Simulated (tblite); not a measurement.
# C3H9NOSi2: the cost of one run

Programs: PySCF 2.14.0 with density-fitted response routines of our own, and tblite 0.8.0. All values are computed, except where a source is named. Atoms count from 0 throughout.

### 1 The molecule as given

16 atoms, charge 0, multiplicity 1; geometry from: force field or distance geometry start.

Bonds of the start (Å): C1–C2 1.43, C1–C3 1.44, C1–H8 1.10, C2–C3 1.30, C2–H9 1.06, C3–N4 1.34, N4–Si5 1.71, N4–Si6 1.70, O0–C1 1.44, O0–H7 0.98, Si5–H10 1.48, Si5–H11 1.49, Si5–H12 1.47, Si6–H13 1.48, Si6–H14 1.48, Si6–H15 1.50.

### 2 GFN2-xTB relaxation, start minimum

The job: settings as JSON, then the geometry in Å.

```
{"job": {"xc": "GFN2-xTB", "basis": "xTB", "kind": "relax"}, "charge": 0, "multiplicity": 1}
O      2.790100     0.837200    -0.416000
C      2.032800    -0.386000    -0.361000
C      1.319900    -0.913300    -1.483400
C      0.602500    -0.429500    -0.519200
N     -0.517300    -0.099900     0.141300
Si    -2.104500    -0.266400    -0.478100
Si    -0.621400     0.637700     1.666000
H      2.239900     1.557100    -0.784000
H      2.452700    -1.157800     0.302700
H      1.365200    -1.354900    -2.443100
H     -2.759300     1.060400    -0.568700
H     -2.885800    -1.191500     0.385100
H     -2.032600    -0.842200    -1.829600
H     -0.940600     2.071800     1.497700
H      0.688700     0.524000     2.346400
H     -1.637900    -0.037900     2.532600
```

Run with:

```bash
$ OMP_NUM_THREADS=1 python ens_run.py task.json out
```

This one command runs the whole study; its stages follow in the order run.

**Question.** How long does this first job take on 1 thread of Arm Neoverse V1, shared host?

About 2.1 s.
